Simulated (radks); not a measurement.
# Ionisation energy and size from Ag to Xe

An exercise on one series of results from a longer session: the logs are not shown, and one member is left open.

Program: radks (a radial shooting solver on a logarithmic mesh, Libxc functionals) version 1. Level of theory: Dirac Kohn-Sham, BLYP, spin-unpolarised, spherical densities, point nucleus; open shells fill j = l - 1/2 first. These are calculated values, not measurements, unless marked.

### What is computed

```
species : Ag, Cd, In, Sn, Sb, Te, I, Xe
runs    : 16, each species and its next ion
```

Set-up of the first run:

The run's settings:

```text
Z 47
configuration [Kr] 4d10 5s1
relativity Dirac
functional b88,lyp
spin unpolarised
j_filling energy
nucleus point
c 137.035999084
```

Among the steps run: Ag, [Kr] 4d10 5s1; Ag⁺, [Kr] 4d10; Cd, [Kr] 4d10 5s2; Cd⁺, [Kr] 4d10 5s1; In, [Kr] 4d10 5s2 5p1; In⁺, [Kr] 4d10 5s2; Sn, [Kr] 4d10 5s2 5p2; Sn⁺, [Kr] 4d10 5s2 5p1; Sb, [Kr] 4d10 5s2 5p3; Sb⁺, [Kr] 4d10 5s2 5p2; Te, [Kr] 4d10 5s2 5p4; Te⁺, [Kr] 4d10 5s2 5p3; I, [Kr] 4d10 5s2 5p5; I⁺, [Kr] 4d10 5s2 5p4; Xe, [Xe]; Xe⁺, [Kr] 4d10 5s2 5p5.

One table of the session follows, with a row left open; its other results are not shown here.

| species | Δ-SCF (eV) | −ε(HOMO) (eV) | its <r> (bohr) |
| --- | --- | --- | --- |
| Ag | 7.873 | 4.455 | 3.16 |
| Cd | 9.320 | 5.650 | 2.90 |
| In | 5.566 | 2.585 | 3.65 |
| Sn | ? | ? | ? |
| Sb | 7.841 | 4.379 | 3.00 |
| Te | 9.200 | 5.463 | 2.74 |
| I | 10.557 | 6.558 | 2.53 |
| Xe | 11.921 | 7.671 | 2.36 |

**Question.** Estimate the row for Sn.

As computed: Δ-SCF (eV): 7.025; −ε(HOMO) (eV): 3.729; its <r> (bohr): 3.18. In the column «Δ-SCF (eV)» it lies between In (5.566) and Sb (7.841).

Spin polarisation and multiplet splitting are left out, so open shells lie too high by an amount that depends on their filling.
